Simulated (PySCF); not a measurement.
# [Yb(PH3)]2+: other functionals and bases at one geometry

The task here is to estimate one member of a computed series from the others.

Method: several levels, as the steps say, no spin–orbit coupling; program: PySCF 2.14.0.

1 further run of the same task is left out (for a known fault of the program).

## The system as given

5 atoms, charge 2, spin multiplicity 1.

Bond lengths: Yb1–P2 2.967 Å, P2–H3 1.418 Å, P2–H4 1.418 Å, P2–H5 1.418 Å. Angles: Yb1–P2–H3 116.0°, Yb1–P2–H4 116.0°, Yb1–P2–H5 116.0°, H3–P2–H4 102.2°, H3–P2–H5 102.2°, H4–P2–H5 102.2°.

As a file:

```
Yb    0.0000    0.0000   -0.4038
P     0.0000    0.0000    2.5630
H     1.2742    0.0000    3.1853
H    -0.6371    1.1035    3.1853
H    -0.6371   -1.1035    3.1853
```

Formal oxidation states: Yb +2. An earlier session relaxed this geometry at PBE0, Yb def2-SVP with ECP28, P def2-SVP, H def2-SVP (singlet, point group C3v).

At PBE0 on the finer grid: E = -1501.474566 Eh, HOMO -18.04 eV, LUMO -11.98 eV, Mulliken charge on Yb1 +1.58 e, largest force component 0.005 eV/Å. 

Levels to run: revPBE; PBE; PBE0, TZVP. Hardware: 2 threads of Intel Xeon 6975P-C (Granite Rapids), shared host.

The first run:

The input, run.py (the lines that set the calculation):

```python
mol = gto.M(atom='''
Yb     0.00000     0.00000    -0.40385
P      0.00000     0.00000     2.56303
H      1.27422     0.00000     3.18532
H     -0.63711     1.10351     3.18532
H     -0.63712    -1.10351     3.18532''',
    basis={'Yb': 'def2-SVP', 'P': 'def2-SVP', 'H': 'def2-SVP'},
    ecp={'Yb': 'def2-SVP'},
    charge=2, spin=0)
mf = dft.RKS(mol, xc='PBE_R,PBE')
mf.grids.atom_grid = (75, 302)  # f atoms: unpruned, at least (60, 302)
mf = mf.density_fit()  # fitting sets: Yb def2-universal-JKFIT, P def2-universal-JKFIT, H def2-universal-JKFIT
mf.conv_tol = 1e-08; mf.max_cycle = 55
mf.kernel(dm0)  # dm0: the density of the relaxed state
```

Started as:

```sh
OMP_NUM_THREADS=2 python run.py
```

Steps of the session up to this table: revPBE; PBE; PBE0, TZVP.

One table of the session follows, with a row left open; its other results are not shown here.

| level | HOMO (eV) | gap (eV) | charge on Yb1 (e) | dipole (D) | largest force component (eV/Å) |
| --- | --- | --- | --- | --- | --- |
| PBE0 (relaxed here) | -18.04 | 6.05 | 1.58 | 1.20 | 0.01 |
| revPBE | -15.37 | 2.51 | 1.56 | 1.47 | 0.26 |
| PBE | -15.43 | 2.56 | 1.55 | 1.55 | 0.35 |
| PBE0, TZVP | ? | ? | ? | ? | ? |

Estimate the missing values for PBE0, TZVP.

**Answer.** HOMO (eV): -17.96; gap (eV): 5.97; charge on Yb1 (e): 1.60; dipole (D): 1.31; largest force component (eV/Å): 0.18. In the column «HOMO (eV)» it lies between PBE0 (relaxed here) (-18.04) and PBE (-15.43).

The dipole of a charged species depends on the origin, so these sizes hold for this origin alone.

In one basis the HOMO–LUMO gap runs from 2.51 eV (revPBE) to 6.05 eV (PBE0). The largest leftover force, 0.35 eV/Å with PBE, stands at a geometry relaxed at another level. Total energies of different levels can't be compared.
